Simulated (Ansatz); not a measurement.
What does this script print? It uses Ansatz 0.2.0 through its Python package.

`edit_ybmg2bi2.py`
```python
import ansatz as az
import numpy as np


def main() -> None:
    vectors = np.array([
        [4.7258, 0.0, 0.0],
        [-2.3629, 4.092663, 0.0],
        [0.0, 0.0, 7.6453],
    ])
    crystal = (
        az.Lattice.of(vectors)
        .atom("Yb", (0.0, 0.0, 0.0))
        .atom("Mg", (2 / 3, 1 / 3, 0.6308))
        .atom("Mg", (1 / 3, 2 / 3, 0.3692))
        .atom("Bi", (2 / 3, 1 / 3, 0.24119))
        .atom("Bi", (1 / 3, 2 / 3, 0.75881))
    )

    calculation = (
        crystal.calculation()
        .pseudopotentials("paw")
        .occupations("methfessel_paxton")
        .functional("pbesol")
        .kpoints(density=3.4)
        .band_table()
    )
    typed = calculation.input()
    rows = []
    for value in [2, 6, 12]:
        edited = typed.set(az.key.scf.n_extra_bands, value)
        rep = az.Session.from_dict(edited).plan().execute().report
        rows.append((value, rep["free_energy_ev"], rep["n_iterations"], len(rep["eigenvalues_ev"][0]) if "eigenvalues_ev" in rep else 0))
    print("   extra bands            F eV      iterations    bands listed")
    for row in rows:
        print(f"{str(row[0]):>14s}  {row[1]:14.5f}  {row[2]:14d}  {row[3]:14d}")


if __name__ == "__main__":
    main()
```

```console
$ python edit_ybmg2bi2.py
DeckWarning: basis.ecutwfc = 420 eV, auto-derived from the records' recommended cutoffs: set by Yb (normal level)
   extra bands            F eV      iterations    bands listed
             2    -41987.11841              17              39
             6    -41987.11841              19              43
            12    -41987.11841              19              49
```
(Warnings from the package without file and line, repeats left out.)

Notes:
- Absolute energies stand on the zero of these potentials, so only differences at equal settings mean something. A total without «per atom» is that of the whole cell that was run.
- Semilocal functionals put the nearly full 4f shell of Yb too close to the Fermi level.
- For a metal this k-point mesh is coarse: on a finer one energies can move by several to tens of meV an atom and pressures by half a GPa or more, differences at one mesh by less.
- Spin-orbit coupling, which matters for elements this heavy, is left out.
- The starting cell is as deposited in a crystallographic database; the results hold for this polymorph, which needn't be the stable one.
- Hardware and time: 31 s on 1 thread of Arm Neoverse V2, on a shared host, peak memory 0.51 GiB.
